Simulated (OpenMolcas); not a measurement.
**Zr³⁺ among point charges: CASSCF and CASPT2 levels, g values and susceptibility**

How does a field of 6 point charges split the states of Zr³⁺, and what g values and χT follow?

Program: OpenMolcas 26.06. Level of theory: state-averaged CASSCF and CASPT2, spin-orbit coupling by RASSI with atomic mean-field integrals. These are calculated values, not measurements, unless marked.

## (1) The atom as given

```
Species                           : Zr³⁺ (zirconium, Z = 40, 37 electrons)
Basis                             : ANO-RCC-VDZP [6s5p3d1f], 43 functions
Scalar Hamiltonian                : DKH2, point nucleus
Inactive shells                   : 1s 2s 2p 3s 3p 3d 4s 4p
Active space                      : 1 electron in 5 orbitals (4d)
Some configurations of this space : 4d
Orbitals                          : optimised for each spin and parity, averaged over all roots
```

Outer shells as boxes (Hund's rule):

4d
```
4d [↑ ][  ][  ][  ][  ]
```

The ion sits among 6 point charges of -0.85 e arranged as a trigonal antiprism (D3d), 1.83 Å from the ion, with a polar angle of 49.3° against the regular 54.74°.

The work runs as a chain of OpenMolcas steps in one folder; each step below is one input file. The outputs are cut to the sections that carry results. Labels, J, g values, rates, χT and fits are worked out afterwards by a script from the matrices that RASSI stores. The input lists half of the charges; inversion (Group=XYZ) makes the rest.

## (2) One- and two-electron integrals

Contents of a.inp:

```
&GATEWAY
Coord
1

Zr 0.0 0.0 0.0
Basis=ANO-RCC-VDZP
Group=XYZ
NoMove
AngMom=0.0 0.0 0.0
AMFI
XField
3 Angstrom 0
0.000000 1.386595 1.194259 -0.850000
1.200827 -0.693298 1.194259 -0.850000
1.200827 0.693298 -1.194259 -0.850000
&SEWARD
```

## (3) CASSCF: doublets of even parity, 5 roots

Contents of a.inp:

```
&RASSCF
FileOrb=start.orb
Symmetry=1
Spin=2
nActEl=1 0 0
Inactive=9 9
Ras2=5 0
CIRoot=5 5 1
SDav=5
CIMx=300
Iter=120 100
PrWF=0.3
OrbListing=Nothing
MaxOrb=0
>>> COPY $Project.JobIph JOB001
```

start.orb holds the contracted functions of the basis, ordered by shell, or the orbitals of the step before.

## (4) State interaction with spin-orbit coupling

Contents of a.inp:

```
&RASSI
NrOfJobIphs=1 5
1 2 3 4 5
IphNames
JOB001
EJob
SpinOrbit
DIPRint=1.0
SOCoupling=1000.0
Subsets=2
Property=9
'ANGMOM' 1 'ANGMOM' 2 'ANGMOM' 3 'MLTPL  1' 1 'MLTPL  1' 2 'MLTPL  1' 3
'AMFI' 1 'AMFI' 2 'AMFI' 3
SOProperty=3
'ANGMOM' 1 'ANGMOM' 2 'ANGMOM' 3
```

## (5) CASPT2: IPEA 0.25, imaginary shift 0.1 (closed shells correlated: 4s 4p)

Contents of a.inp:

```
>>> COPY JOB001 $Project.JobIph
&CASPT2
Multistate=5 1 2 3 4 5
NoMult
Frozen=8 6
IPEA=0.25
Imaginary=0.1
MaxIter=60
WThr=0.0 0.3 0.05
PrWF=0.5
NoMix
```

(Steps that only read results are left out.)

**Question.** What will these runs give? Wanted: spin-free ground state; first state of the same spin; lowest level; next level.

As calculated:

| quantity | value |
| --- | --- |
| method | SS-CASPT2, IPEA 0.25, imaginary shift 0.1 (closed shells correlated: 4s 4p) |
| spin-free ground state | 2E, 2-fold in its orbital part |
| first state of the same spin | 2A1 at 3090 cm⁻¹ |
| lowest level | 2-fold E3/2, g = 0.00, 0.00, 1.06 |
| next level | 624.7 cm⁻¹ |
| χT at 300 K | 0.22 cm³ K/mol |
| effective moment at 300 K | 1.33 μB |

Cost by method:

```tsv
method	time of its own steps	time with the reference
A. CASSCF	1.9 s	1.9 s
B. SS-CASPT2, IPEA 0.25, imaginary shift 0.1, +4s 4p	0.52 s	2.4 s
```

Times are of one thread on a shared host.

The spin-free ground state (2E) comes to 100 % from free-ion D terms and keeps the highest spin of the shell. χT at 300 K is 0.22, against 0.38 cm³ K/mol for the spin alone, so orbital moment lowers it. CASPT2 does not keep the components of a term degenerate, and the means are used. Point charges give too small a field for d ions at true ligand charges. This is an electrostatic model: the charges have no orbitals.
